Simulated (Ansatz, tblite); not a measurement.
# The cluster Al₇As₇: a ladder of methods and basis sets

One table from this session's results is given with a row withheld; the runs are named, their logs left out.

The runs use Ansatz 0.2.0, Gaussian basis; as each input shows.

Plan: GFN1-xTB, GFN2-xTB, PBE-D4/def2-TZVP, r2SCAN-D4/def2-TZVP, LC-ωPBE/def2-TZVP, B2PLYP/def2-TZVP, B97M-V/def2-TZVP, PBE-D4/def2-SVP, PBE0-D4/def2-SVP, HF/STO-3G, MP2/def2-SVP, RPA/def2-SVP.

## The geometry

The geometry is that of the singlet, from an earlier relaxation (PBE-D4/def2-SVP).

14 atoms, charge 0, spin multiplicity 1.

Bond lengths: Al1–As8 2.389 Å, Al1–As9 2.332 Å, Al1–As13 2.788 Å, Al2–As8 2.498 Å, Al2–As10 2.450 Å, Al2–As13 2.438 Å, Al3–As8 2.488 Å, Al3–As10 2.508 Å, Al3–As14 2.465 Å, Al4–As10 2.406 Å, Al4–As11 2.406 Å, Al4–As14 2.489 Å, Al5–As11 2.508 Å, Al5–As12 2.488 Å, Al5–As14 2.465 Å, Al6–As9 2.332 Å, Al6–As12 2.389 Å, Al6–As13 2.787 Å and more. Angles: As8–Al1–As9 147.4°, As8–Al1–As13 101.7°, As9–Al1–As13 110.4°, As8–Al2–As10 98.7°, As8–Al2–As13 109.2°, As10–Al2–As13 140.9°, As8–Al3–As10 97.5°, As8–Al3–As14 149.8°, As10–Al3–As14 105.9°, As10–Al4–As11 137.0°, As10–Al4–As14 108.3°, As11–Al4–As14 108.3°, As11–Al5–As12 97.5°, As11–Al5–As14 105.9°, As12–Al5–As14 149.8°, As9–Al6–As12 147.4°, As9–Al6–As13 110.4°, As12–Al6–As13 101.7° and more.

PBE0-D4/def2-TZVP was run before; its log isn't repeated, and its numbers join the tables.

Set-up of the first run:

Tight binding, by tblite at 300 K electronic temperature and without a spin-polarisation term:

```python
tblite.interface.Calculator('GFN1-xTB', numbers, positions, charge=0, uhf=0).singlepoint()
```

Tight binding, by tblite at 300 K electronic temperature and without a spin-polarisation term:

```python
tblite.interface.Calculator('GFN2-xTB', numbers, positions, charge=0, uhf=0).singlepoint()
```

start.molden holds the orbitals of an earlier run on this state, given as this run's starting guess.

in.yaml reads:

```yaml
crystal:
  periodic: [false, false, false]
  atoms:
    - {symbol: Al, position_ang: [-1.907340, 1.072921, -1.463903]}
    - {symbol: Al, position_ang: [-0.300667, -1.433634, -1.850263]}
    - {symbol: Al, position_ang: [-1.704269, -1.687769, 0.417480]}
    - {symbol: Al, position_ang: [0.960435, -2.104165, 1.255995]}
    - {symbol: Al, position_ang: [1.053566, 0.584583, 2.115655]}
    - {symbol: Al, position_ang: [-0.036790, 2.613554, -0.312831]}
    - {symbol: Al, position_ang: [2.246898, 0.665143, -0.281699]}
    - {symbol: As, position_ang: [-2.778801, -1.132105, -1.756501]}
    - {symbol: As, position_ang: [-2.257489, 3.234657, -0.661994]}
    - {symbol: As, position_ang: [-0.115518, -3.428483, -0.440035]}
    - {symbol: As, position_ang: [3.005357, -0.857094, 1.481825]}
    - {symbol: As, position_ang: [1.879030, 2.705866, 1.111445]}
    - {symbol: As, position_ang: [0.757614, 0.732603, -2.210435]}
    - {symbol: As, position_ang: [-0.802028, -0.966065, 2.595271]}
basis:
  gaussian: {orbitals: def2-TZVP, fitting: {mean_field: def2-universal-jkfit}, initial_orbitals: start.molden}
hamiltonian: {xc: pbe, dispersion: d4}
scf: {omitted_lower_state_checks: [starts]}
output: {orbitals: {seedname: orbitals}}
```

Launch:

```console
$ ansatz run in.yaml --threads 2 --pin off --events-out ev --progress --plain --max-ram 32768MiB --backend cuda --devices 0, --max-vram 18GiB
```

Among the steps run: PBE-D4/def2-TZVP; r2SCAN-D4/def2-TZVP; LC-ωPBE/def2-TZVP; B2PLYP/def2-TZVP; B97M-V/def2-TZVP; PBE-D4/def2-SVP; PBE0-D4/def2-SVP; HF/STO-3G; MP2/def2-SVP; RPA/def2-SVP.

One of the session's tables, all rows but one given; the rest of the session is left out.

It belongs to the step «Binding energy». 

```
              level  binding an atom (eV)
          HF/STO-3G                 3.280
        HF/def2-SVP                 1.582
    PBE-D4/def2-SVP                 3.185
   PBE-D4/def2-TZVP                 3.191
r2SCAN-D4/def2-TZVP                 3.137
   B97M-V/def2-TZVP                 3.095
   PBE0-D4/def2-SVP                 3.088
  PBE0-D4/def2-TZVP                     ?
  LC-ωPBE/def2-TZVP                 2.903
   B2PLYP/def2-TZVP                 2.877
       RPA/def2-SVP                 2.497
       MP2/def2-SVP                 2.769
```

Q: Estimate the row for PBE0-D4/def2-TZVP from the others.

**Answer.** binding an atom (eV): 3.104. In the column «binding an atom (eV)» it lies between B97M-V/def2-TZVP (3.095) and r2SCAN-D4/def2-TZVP (3.137).

Limits of these values: Free atoms were run apart at each level; binding is atoms less cluster, divided by the number of atoms, without zero-point or spin-orbit terms.
